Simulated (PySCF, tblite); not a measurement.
# C₇H₁₆BN: geometry, infrared bands and NMR shifts

Aim: predict the infrared bands and NMR shifts of C₇H₁₆BN (`CN(C)B1CCCCC1`).

Computed with tblite 0.8.0 and PySCF 2.14.0, with density-fitted response routines of our own, on a single molecule in the gas phase. Atoms are numbered from 0 throughout.

## 1. The starting structure

25 atoms, charge 0, multiplicity 1; geometry from: force field or distance geometry start.

Bonds of the start (Å): C0–N1 1.44, N1–C2 1.42, N1–B3 1.53, B3–C4 1.56, C4–C5 1.47, C5–C6 1.47, C6–C7 1.46, C7–C8 1.47, C8–B3 1.55, C0–H9 1.12, C0–H10 1.11, C0–H11 1.10, C2–H12 1.11, C2–H13 1.12, C2–H14 1.10, C4–H15 1.12, C4–H16 1.12, C5–H17 1.12, C5–H18 1.12, C6–H19 1.12, C6–H20 1.12, C7–H21 1.12, C7–H22 1.12, C8–H23 1.12, C8–H24 1.11.

## 2. Geometry optimisation with GFN2-xTB

Job settings and geometry (Å):

```
{"job": {"kind": "relax", "xc": "GFN2-xTB", "basis": "xTB"}, "charge": 0, "multiplicity": 1}
C     -2.540200    -1.020800     0.804200
N     -1.775200     0.203300     0.782400
C     -2.393000     1.271400     0.076600
B     -0.322600    -0.026100     0.354300
C      0.769100    -0.004200     1.475400
C      2.174000    -0.027300     1.043900
C      2.536100    -0.003700    -0.376700
C      1.544900    -0.265000    -1.411100
C      0.111400    -0.077400    -1.135600
H     -3.549300    -0.817000     1.234400
H     -2.025700    -1.734500     1.483200
H     -2.568600    -1.450600    -0.204600
H     -3.251900     0.890300    -0.520300
H     -2.760000     2.002200     0.841200
H     -1.659400     1.841000    -0.521800
H      0.585100    -0.861400     2.173300
H      0.597600     0.925800     2.078400
H      2.695800     0.833100     1.539800
H      2.655800    -0.922900     1.524500
H      3.030800     0.978300    -0.591000
H      3.358900    -0.746900    -0.520200
H      1.792300     0.372200    -2.299200
H      1.689300    -1.308600    -1.776300
H     -0.241900     0.861900    -1.630700
H     -0.464400    -0.888900    -1.636200
```

The run is started by

```console
OMP_NUM_THREADS=1 python probes_run.py task.json out
```

One launch serves the whole session: the jobs run in the order shown.

**Question.** This job is followed by: GFN2-xTB harmonic vibrations, gas phase; GIAO PBE0/pcSseg-1 NMR shielding, non-relativistic, gas phase. What will the session give for the following? strongest single infrared mode (GFN2-xTB); zero-point energy (GFN2-xTB); ¹³C shifts against TMS (PBE0/pcSseg-1, means over atoms taken as alike); ¹H shifts against TMS (PBE0/pcSseg-1, means over atoms taken as alike); ¹⁵N shifts against NH3 (PBE0/pcSseg-1); ¹¹B shifts against BF3·OEt2 (PBE0/pcSseg-1).

The runs gave:

| quantity | value |
| --- | --- |
| strongest single infrared mode (GFN2-xTB) | 2978 cm⁻¹, 159 km/mol |
| zero-point energy (GFN2-xTB) | 141.0 kcal/mol |
| ¹³C shifts against TMS (PBE0/pcSseg-1, means over atoms taken as alike) | 41.3, 31.6, 30.1, 19.3 ppm |
| ¹H shifts against TMS (PBE0/pcSseg-1, means over atoms taken as alike) | 2.87, 1.62, 1.39, 0.98 ppm |
| ¹⁵N shifts against NH3 (PBE0/pcSseg-1) | 118.1 ppm |
| ¹¹B shifts against BF3·OEt2 (PBE0/pcSseg-1) | 40.9 ppm |

What this shows: The optimisation took 136 steps and gained 2.286 eV; among the close pairs (by a distance rule), N1–B3 changed most, from 1.532 to 1.390 Å. No mode is imaginary among the 69: a minimum at this level. The strongest single mode, at 2978 cm⁻¹, moves mainly H19. GFN2-xTB is a fitted tight-binding method: band positions and strengths are rough. Its intensities can rank the bands wrongly. The most deshielded hydrogen is H9, H10, H11, H12, H13, H14 (mean) (hydrogen on a methyl carbon bonded to N), at 2.87 ppm: its carbon carries N, which withdraws density. At PBE0/pcSseg-1: Shielding is most anisotropic at N1 (span 172 ppm, paramagnetic term -175 ppm).
